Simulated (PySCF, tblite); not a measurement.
**C6H6ClO2−: a rotation path, then NMR shifts on frames, part 1 of 2**

How do NMR shifts of C6H6ClO2− (`C=C[C@@]1(C(=O)[O-])C[C@H]1Cl`) change as the atoms move?

Computed with tblite 0.8.0 and PySCF 2.14.0, with density-fitted response routines of our own, on a single molecule in the gas phase. Atoms count from 0, in the outputs and in this text.

## Step 1: Starting geometry

15 atoms, charge -1, multiplicity 1; geometry from: GFN2-xTB.

Bonds of the start (Å): C0–C1 1.33, C1–C2 1.46, C2–C3 1.63, C3–O4 1.23, C3–O5 1.23, C2–C6 1.50, C6–C7 1.49, C7–Cl8 1.77, C7–C2 1.49, C0–H9 1.08, C0–H10 1.08, C1–H11 1.08, C6–H12 1.08, C6–H13 1.08, C7–H14 1.08.

## Step 2: A band between two rotamers with GFN2-xTB

Job settings and geometry (Å):

```
{"job": {"kind": "neb", "xc": "GFN2-xTB", "basis": "xTB", "atoms": [1, 2, 3, 5], "turn": 120}, "charge": -1, "multiplicity": 1}
C      2.081732     0.209107    -0.711194
C      0.836348    -0.163805    -0.969683
C     -0.241672    -0.229637     0.019660
C     -0.710023    -1.728897     0.445460
O     -1.483753    -1.737675     1.401219
O     -0.248077    -2.634410    -0.238122
C     -0.393302     0.818043     1.086944
C     -1.388376     0.719849    -0.022045
Cl    -1.433804     2.026997    -1.208639
H      2.852630     0.190678    -1.465336
H      2.383607     0.538023     0.270685
H      0.571133    -0.516024    -1.960003
H     -0.719167     0.484085     2.062700
H      0.278151     1.666589     1.087734
H     -2.389842     0.365068     0.178707
```

Level: GFN2-xTB climbing-image nudged elastic band, gas phase.

On the command line:

```sh
> OMP_NUM_THREADS=1 python probes_run.py task.json out
```

This one command runs all jobs of the session in turn.

The log of the run:

```text
image   E - E0 / eV
  0       0.0000
  1       0.0070
  2       0.0211
  3       0.0327
  4       0.0372
  5       0.0291
  6       0.0132
  7       0.0035
  8       0.0002
```

Wall time 2.9 s (1 thread of Arm Neoverse V2, shared host); peak memory 0.18 GiB.

The final band, with the dihedral C1–C2–C3–O5:

| image | dihedral (°) | energy (eV) | energy (kcal/mol) |
| --- | --- | --- | --- |
| 0 | -10 | 0.000 | 0.0 |
| 1 | 13 | 0.007 | 0.2 |
| 2 | 35 | 0.021 | 0.5 |
| 3 | 56 | 0.033 | 0.8 |
| 4 | 78 | 0.037 | 0.9 |
| 5 | 99 | 0.029 | 0.7 |
| 6 | 120 | 0.013 | 0.3 |
| 7 | 140 | 0.004 | 0.1 |
| 8 | 158 | 0.000 | 0.0 |

## Step 3: Nuclear shieldings: image 0, PBE0/pcSseg-1

Job settings and geometry (Å):

```
{"job": {"kind": "nmr", "xc": "PBE0", "basis": "pcSseg-1", "pop": false}, "charge": -1, "multiplicity": 1}
C      2.081700     0.209100    -0.711200
C      0.836300    -0.163800    -0.969700
C     -0.241700    -0.229600     0.019700
C     -0.710000    -1.728900     0.445500
O     -1.483800    -1.737700     1.401200
O     -0.248100    -2.634400    -0.238100
C     -0.393300     0.818000     1.086900
C     -1.388400     0.719800    -0.022000
Cl    -1.433800     2.027000    -1.208600
H      2.852600     0.190700    -1.465300
H      2.383600     0.538000     0.270700
H      0.571100    -0.516000    -1.960000
H     -0.719200     0.484100     2.062700
H      0.278200     1.666600     1.087700
H     -2.389800     0.365100     0.178700
```

Level: GIAO PBE0/pcSseg-1 NMR shielding, non-relativistic, gas phase.

The log of the run:

```text
coarse grid: 14032 points
cycle   1  E = -841.9688790670  dE =  1.547e+00  |g| = 1.082e+00  |ddm| = 3.712e+00
cycle   2  E = -841.5368100507  dE =  4.321e-01  |g| = 1.846e+00  |ddm| = 3.705e+00
cycle   3  E = -842.1883101801  dE = -6.515e-01  |g| = 1.993e-01  |ddm| = 2.897e+00
cycle   4  E = -842.1970902667  dE = -8.780e-03  |g| = 7.757e-02  |ddm| = 3.218e-01
cycle   5  E = -842.1984232029  dE = -1.333e-03  |g| = 3.015e-02  |ddm| = 1.070e-01
cycle   6  E = -842.1986225405  dE = -1.993e-04  |g| = 8.780e-03  |ddm| = 3.345e-02
cycle   7  E = -842.1986389189  dE = -1.638e-05  |g| = 3.456e-03  |ddm| = 1.075e-02
cycle   8  E = -842.1986413521  dE = -2.433e-06  |g| = 1.081e-03  |ddm| = 4.266e-03
final grid: 133648 points
cycle   9  E = -842.2724704545  dE = -3.211e-05  |g| = 1.225e-02  |ddm| = 3.647e-02
cycle  10  E = -842.2724262065  dE =  4.425e-05  |g| = 1.947e-02  |ddm| = 3.076e-02
cycle  11  E = -842.2724990077  dE = -7.280e-05  |g| = 1.969e-03  |ddm| = 1.980e-02
cycle  12  E = -842.2724997078  dE = -7.001e-07  |g| = 6.221e-04  |ddm| = 1.934e-03
cycle  13  E = -842.2724997791  dE = -7.130e-08  |g| = 2.077e-04  |ddm| = 7.554e-04
cycle  14  E = -842.2724997870  dE = -7.893e-09  |g| = 6.510e-05  |ddm| = 2.440e-04
cycle  15  E = -842.2724997878  dE = -8.044e-10  |g| = 2.291e-05  |ddm| = 7.879e-05
converged SCF energy = -842.2724997878

GIAO shielding tensors (ppm)
atom      isotropic    diamagn.    paramagn.     s11        s22        s33       span
  0 C       75.405     255.302    -179.897    -34.834    100.322    160.728    195.561
  1 C       29.382     251.131    -221.749    -96.746     24.916    159.975    256.722
  2 C      145.425     254.869    -109.444    110.981    126.986    198.309     87.328
  3 C       20.524     239.247    -218.723    -68.386     51.229     78.729    147.114
  4 O       35.058     407.579    -372.521   -132.816     19.607    218.382    351.198
  5 O      -11.229     405.621    -416.850   -212.960    -33.998    213.270    426.230
  6 C      166.214     252.503     -86.289    135.938    155.541    207.164     71.225
  7 C      140.966     252.519    -111.553     99.749    122.855    200.296    100.547
  8 Cl     886.660    1147.683    -261.023    714.042    842.474   1103.463    389.421
  9 H       26.959      30.096      -3.137     23.779     25.875     31.223      7.444
 10 H       26.891      33.235      -6.344     23.279     25.514     31.879      8.600
 11 H       24.759      31.422      -6.664     21.862     24.643     27.771      5.909
 12 H       30.256      32.339      -2.083     24.344     27.546     38.879     14.536
 13 H       31.659      32.902      -1.243     27.204     29.562     38.210     11.006
 14 H       28.607      32.267      -3.660     20.914     28.498     36.408     15.494
```

It took 28 s on 1 thread of Arm Neoverse V2, shared host; peak memory 0.85 GiB.

The references, computed at this level on geometries of the same kind, shield at (ppm): ¹H TMS 31.72, ¹³C TMS 186.9, ¹⁷O H2O 336.1, ³⁵Cl HCl 950. Their shielding less the atom's gives the shift. The references are single molecules in the gas phase, so shifts against H2O, NH3, PH3, H3PO4 or CFCl3 are not on the usual liquid scales and can be off by tens of ppm. Each atom is listed at this fixed geometry, with no averaging over motion; a spectrum would average atoms that exchange fast.

| atoms | environment | σ (ppm) | δ (ppm) |
| --- | --- | --- | --- |
| C3 | carboxylate carbon | 20.5 | 166.4 |
| C1 | alkene CH | 29.4 | 157.5 |
| C0 | terminal =CH2 carbon | 75.4 | 111.5 |
| C7 | three-membered-ring carbon bearing a halogen | 141.0 | 46.0 |
| C2 | three-membered-ring carbon | 145.4 | 41.5 |
| C6 | three-membered-ring carbon | 166.2 | 20.7 |
| H11 | hydrogen on an alkene CH | 24.76 | 6.96 |
| H10 | hydrogen on a terminal =CH2 carbon | 26.89 | 4.83 |
| H9 | hydrogen on a terminal =CH2 carbon | 26.96 | 4.76 |
| H14 | hydrogen on a three-membered-ring carbon bearing a halogen | 28.61 | 3.11 |
| H12 | hydrogen on a three-membered-ring carbon | 30.26 | 1.46 |
| H13 | hydrogen on a three-membered-ring carbon | 31.66 | 0.06 |
| O5 | carboxylate oxygen | -11.2 | 347.3 |
| O4 | carboxylate oxygen | 35.1 | 301.0 |
| Cl8 | chlorine bonded to C | 887 | 63 |

Ring of atoms C2, C6, C7: NICS(0) -40.4, NICS(1) -8.5, NICS(1)zz -21.9 ppm (means of both faces).

The two faces differ (NICS(1)zz -16.6 and -27.2 ppm).

In rings of three or four atoms NICS is ruled by the nearby σ bonds, so it says little on aromaticity.

The fields below are evaluated on a grid from the run's orbitals.

Frontier orbitals at PBE0/pcSseg-1, with the share of their density that lies nearest to each atom:

| orbital | energy (eV) | lies on |
| --- | --- | --- |
| HOMO | -1.79 | O5 50 %; C2 16 %; O4 13 % |
| LUMO | 4.04 | C1 33 %; C0 26 %; H9, H10, H11 about 9 % each |

ELF in a plane through or near 4 of the atoms.

Ten even steps from ' ' (0.00) to '@' (1.00):
```
                                                        
                                                        
                                                        
                                                        
                                                        
                                                        
              ..::::          ..----::                  
          ....--++**--      ..++%%%%++::..              
        --****++**##**::....::**%%##++++--              
      --@@@@@@@@--##%%++##++--**++::----..              
      ++@@@@@@@@==##**--@@--++::==                      
      ..##@@%%**++%%##++****##@@##----**++--            
        ..--::::==**++--  ..==**::++######==..          
              ..::::    ::==****::++**##**==..          
                      --##%%++==##::..==++::            
                      --**%%%%%%%%--    ..              
                        --++**##**==                    
                          ..::----..                    
                                                        
                                                        
```
The map spans 11.6 Å across and 10.4 Å up, centred on the molecule. Atoms in the plane (x, y in Å): C2 (0.2, -0.2), C3 (1.0, -1.6), O5 (0.4, -2.6), H9 (-3.2, -0.1).

On the surface of density 0.002 e/bohr³ the electrostatic potential runs, from the 1st to the 99th percentile, from -6.25 V near O4 to -2.34 V near H9.

## Step 4: Nuclear shieldings: image 2, PBE0/pcSseg-1

Job settings and geometry (Å):

```
{"job": {"kind": "nmr", "xc": "PBE0", "basis": "pcSseg-1", "pop": false}, "charge": -1, "multiplicity": 1}
C      2.050300     0.193400    -0.774200
C      0.792800    -0.158700    -0.998800
C     -0.260400    -0.228000     0.016500
C     -0.717900    -1.736400     0.437200
O     -1.910500    -1.830400     0.719300
O      0.185500    -2.563100     0.432900
C     -0.344400     0.800900     1.112200
C     -1.379900     0.749500     0.034600
Cl    -1.445000     2.084000    -1.113500
H      2.794400     0.184300    -1.555100
H      2.389400     0.493800     0.203900
H      0.492100    -0.479900    -1.990800
H     -0.633400     0.485700     2.105800
H      0.357500     1.626600     1.092900
H     -2.374800     0.386200     0.255400
```

With the program's defaults for keys left out, this is: GIAO PBE0/pcSseg-1 NMR shielding, non-relativistic, gas phase.

The log of the run:

```text
coarse grid: 14032 points
cycle   1  E = -841.9660247218  dE =  1.548e+00  |g| = 1.082e+00  |ddm| = 3.722e+00
cycle   2  E = -841.5303832135  dE =  4.356e-01  |g| = 1.851e+00  |ddm| = 3.832e+00
cycle   3  E = -842.1846022318  dE = -6.542e-01  |g| = 2.016e-01  |ddm| = 3.065e+00
cycle   4  E = -842.1933634022  dE = -8.761e-03  |g| = 8.574e-02  |ddm| = 3.386e-01
cycle   5  E = -842.1947981000  dE = -1.435e-03  |g| = 4.093e-02  |ddm| = 1.190e-01
cycle   6  E = -842.1951343337  dE = -3.362e-04  |g| = 1.130e-02  |ddm| = 4.164e-02
cycle   7  E = -842.1951574393  dE = -2.311e-05  |g| = 4.656e-03  |ddm| = 1.541e-02
cycle   8  E = -842.1951612553  dE = -3.816e-06  |g| = 1.500e-03  |ddm| = 5.028e-03
final grid: 133648 points
cycle   9  E = -842.2691263036  dE = -3.207e-05  |g| = 1.230e-02  |ddm| = 3.985e-02
cycle  10  E = -842.2690849652  dE =  4.134e-05  |g| = 1.916e-02  |ddm| = 3.008e-02
cycle  11  E = -842.2691552243  dE = -7.026e-05  |g| = 1.824e-03  |ddm| = 1.943e-02
cycle  12  E = -842.2691558234  dE = -5.991e-07  |g| = 5.972e-04  |ddm| = 1.907e-03
cycle  13  E = -842.2691558902  dE = -6.676e-08  |g| = 2.088e-04  |ddm| = 6.787e-04
cycle  14  E = -842.2691558980  dE = -7.885e-09  |g| = 6.015e-05  |ddm| = 2.119e-04
cycle  15  E = -842.2691558987  dE = -6.423e-10  |g| = 2.298e-05  |ddm| = 7.346e-05
converged SCF energy = -842.2691558987

GIAO shielding tensors (ppm)
atom      isotropic    diamagn.    paramagn.     s11        s22        s33       span
  0 C       71.874     255.054    -183.180    -40.357     94.984    160.995    201.352
  1 C       31.704     250.842    -219.139    -97.193     33.107    159.196    256.389
  2 C      143.116     254.270    -111.154     96.468    139.400    193.479     97.010
  3 C       23.346     239.750    -216.405    -68.704     51.772     86.968    155.672
  4 O       36.914     405.893    -368.979   -141.022     19.051    232.713    373.736
  5 O       -4.804     405.518    -410.322   -204.337    -42.675    232.600    436.937
  6 C      165.935     251.398     -85.463    136.212    158.183    203.410     67.198
  7 C      142.138     253.689    -111.551    102.227    124.327    199.860     97.633
  8 Cl     894.626    1147.843    -253.217    726.880    852.796   1104.203    377.322
  9 H       26.835      29.990      -3.155     23.585     25.904     31.015      7.430
 10 H       26.792      33.166      -6.374     22.752     25.680     31.945      9.193
 11 H       25.068      31.201      -6.133     22.464     24.276     28.464      6.001
 12 H       30.913      31.958      -1.045     25.501     28.032     39.206     13.705
 13 H       31.450      32.580      -1.130     27.344     29.003     38.005     10.661
 14 H       27.842      32.735      -4.892     20.349     26.738     36.440     16.091
```

It took 22 s on 1 thread of Arm Neoverse V2, shared host; peak memory 0.87 GiB.

Key values: δ C3 163.6, C1 155.2, C0 115.1, C7 44.8, H11 6.65, H10 4.92 ppm.

(Continued in part 2 of 2.)
